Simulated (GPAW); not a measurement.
The system is CuF.

```
Cu F
1.0
     2.47101    0.00000    0.00000
     0.00000    2.47101    0.00000
     0.00000    0.00000    3.41650
Cu F
1 1
Direct
  0.00000 0.00000 0.00000
  0.50000 0.50000 0.50000
```

The cell was built by a generator and needn't be a form met in nature.

Base run:

| Item | Value |
| --- | --- |
| Program | GPAW 26.7.0 |
| Functional | LDA |
| Potentials or basis | the program's PAW data sets (release 1.2.1) made for this functional |
| Cutoff | 650 eV |
| Basis | pw |
| k mesh | 9 × 9 × 6 |
| Occupations | fermi-dirac, width 0.05 eV |
| Spin | no spin polarisation |
| Hubbard terms | Cu d U = 4 eV |

Its results: band gap on the k mesh none (metal or under the smearing width); pressure -11.3 GPa.

Task: The run is repeated on the same cell with these changes: cutoff from 650 eV to 600 eV; hubbard terms from Cu d U = 4 eV to none. What comes out?

Result: Band gap on the k mesh none (metal or under the smearing width); pressure -9.1 GPa.

Caveats: the cutoff is short for stress and forces, so pressures can be off by a GPa or more; the run has no spin polarisation, though such a crystal can be magnetic; U without spin polarisation on a metal has little footing (some runs); semilocal functionals often make such compounds metallic where correlation or magnetic order opens a gap, which also shifts bond lengths (some runs).

Not every run made on this cell is shown here.
